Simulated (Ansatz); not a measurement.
# CHBOS2: the cost of one run

All numbers below are computed with Ansatz 0.2.0 (RKS B3LYP/def2-SVP).

**1. The structure to begin with**

Bond lengths: O1–C2 1.252 Å, C2–S3 1.766 Å, C2–B4 1.618 Å, S3–B4 1.749 Å, B4–S5 1.931 Å, S5–H6 1.432 Å. Angles: O1–C2–S3 147.5°, O1–C2–B4 150.4°, S3–C2–B4 62.1°, C2–S3–B4 54.8°, C2–B4–S3 63.1°, C2–B4–S5 152.3°, S3–B4–S5 144.6°, B4–S5–H6 92.2°.

Coordinates:

```xyz
6

O     2.4423    0.1329    0.4777
C     1.2882   -0.3339    0.3478
S     0.1766   -1.6677    0.6696
B    -0.2091   -0.2351   -0.2566
S    -1.6021    0.6803   -1.2310
H    -2.0538    1.3595   -0.0538
```

**2. Relaxing the start**

File input.yaml:

```yaml
crystal:
  periodic: [false, false, false]
  atoms:
    - { symbol: O, position_ang: [2.4423, 0.1329, 0.4777] }
    - { symbol: C, position_ang: [1.2882, -0.3339, 0.3478] }
    - { symbol: S, position_ang: [0.1766, -1.6677, 0.6696] }
    - { symbol: B, position_ang: [-0.2091, -0.2351, -0.2566] }
    - { symbol: S, position_ang: [-1.6021, 0.6803, -1.231] }
    - { symbol: H, position_ang: [-2.0538, 1.3595, -0.0538] }
basis:
  gaussian: { orbitals: def2-SVP }
hamiltonian:
  xc: b3lyp
relax:
  f_tol: 0.02
  max_steps: 40
scf:
  lower_state_search: "off"
```

Launch:

```
$ ansatz run input.yaml --threads 1 --pin off --max-ram 2048MiB --backend cpu --events-out ev --progress --plain --runs-dir out
```

What time and memory should one allow on 1 thread of Intel Xeon 6975P-C (Granite Rapids), shared host?

About 19 s, with a peak of 0.16 GiB.
